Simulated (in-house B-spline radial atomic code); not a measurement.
# Hf⁴⁺: ionisation energy by several methods

An exercise on one series of results from a longer session: the logs are not shown, and one member is left open.

Method: Dirac-Coulomb, several functionals; spherical all-electron atom at the radial basis limit. Code: in-house B-spline radial atomic code version 1.

## The atom as given

```
element       : hafnium (Z = 72)
charge        : +4
electrons     : 68
configuration : [Xe] 4f14
nucleus       : Fermi, rms radius 5.347 fm
```

The outer shells:

[Xe] 4f14
```
[Xe] core
4f [↑↓][↑↓][↑↓][↑↓][↑↓][↑↓][↑↓]
```

The first run:

Settings, as recorded:

```ini
Z = 72
electrons = 68.0
configuration = [Xe] 4f14
hamiltonian = dirac
method = am05
spin_polarised = False
nucleus = fermi
rms_radius = 5.347
mass_number = 180
atomic_mass = 179.946559537
speed_of_light = 137.035999084
```

Steps of the session up to this table: AM05; PW91; LDA (VWN5); exchange-only LDA; OLYP; RPBE.

One table of the session follows, with a row left open; its other results are not shown here.

```
           method  ΔSCF (eV)  with Breit, QED, recoil (eV)
       LDA (VWN5)     69.945                        70.096
exchange-only LDA     67.932                        68.083
             AM05     69.682                        69.834
             PW91          ?                             ?
             OLYP     70.244                        70.397
             RPBE     69.471                        69.623
```

Estimate the missing values for PW91.

The run gave: ΔSCF (eV): 69.655; with Breit, QED, recoil (eV): 69.806. In the column «ΔSCF (eV)» it lies between RPBE (69.471) and AM05 (69.682).
